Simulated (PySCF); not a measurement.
# H4SeSi (silaneselenol): the cost of one run

Programs: PySCF 2.14.0, with density-fitted response routines of our own. Each step states its level of theory. These are calculated values for one molecule in the gas phase, unless marked as measured. Atoms are numbered from 0 throughout.

### Step 1. The starting structure

6 atoms, charge 0, multiplicity 1; geometry from: GFN2-xTB. The atoms were then displaced at random by about 0.01 Å, so the start is not that level's minimum.

Bonds of the start (Å): Si0–Se1 2.25, Si0–H2 1.45, Si0–H3 1.49, Si0–H4 1.46, Se1–H5 1.44.

### Step 2. Relaxing the molecule at PBE0-D3(BJ)/def2-TZVP

The job: settings as JSON, then the geometry in Å.

```
{"job": {"xc": "PBE0", "basis": "def2-TZVP", "d3": "d3bj", "grid": 2, "shake": 0.01, "kind": "geom"}, "charge": 0, "multiplicity": 1}
Si    -0.600460    -0.036060    -0.055900
Se     1.543050    -0.646000    -0.386730
H     -0.928020    -0.097640     1.358730
H     -0.743350     1.357660    -0.549930
H     -1.378970    -0.982210    -0.853700
H      2.131920     0.374230     0.442870
```

On the command line:

```console
$ OMP_NUM_THREADS=1 python probes_run.py task.json out
```

One launch serves the whole session: the jobs run in the order shown.

Q: Estimate the wall time and peak memory of this first job on 1 thread of Arm Neoverse N1, shared host.

About 24 s, with a peak of 0.45 GiB.
